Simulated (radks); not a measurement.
# Ni³⁺ in [Ar] 3d7: an all-electron calculation

One table from this session's results is given with a row withheld; the runs are named, their logs left out.

The numbers are computed with radks (a radial shooting solver on a logarithmic mesh, Libxc functionals) version 1 (non-relativistic Kohn-Sham, Wu-Cohen GGA, spin-unpolarised, spherical densities, point nucleus), except any that are marked as measured or tabulated.

## What is computed

| Item | Value |
| --- | --- |
| element | nickel (Z = 28) |
| charge | +3 |
| electrons | 25 |
| configuration | [Ar] 3d7 |

The outer shells:

Ni³⁺
```
[Ar] core
3d [↑↓][↑↓][↑ ][↑ ][↑ ]
```

Set-up of the first run:

Settings of this run:

```text
Z 28
configuration [Ar] 3d7
relativity non-relativistic
functional wc,pbe
spin unpolarised
nucleus point
```

Steps of the session up to this table: Self-consistent calculation.

One of the session's tables, all rows but one given; the rest of the session is left out.

It belongs to the step «Shells». From the orbitals of this run (lengths in bohr):

```
level     <r>  outermost maximum (interpolated)  90 % within  nodes
   1s       ?                                 ?            ?      ?
   2s  0.2484                             0.208        0.384      1
   2p  0.2167                             0.166        0.354      0
   3s  0.7453                             0.646         1.11      2
   3p  0.7733                             0.648         1.19      1
   3d  0.8910                             0.617         1.50      0
```

Estimate the missing values for 1s.

As computed: <r>: 0.05485; outermost maximum (interpolated): 0.0362; 90 % within: 0.0977; nodes: 0. In the column «<r>» it is the lowest.

Caveats from the session: Spin polarisation and multiplet splitting are left out.
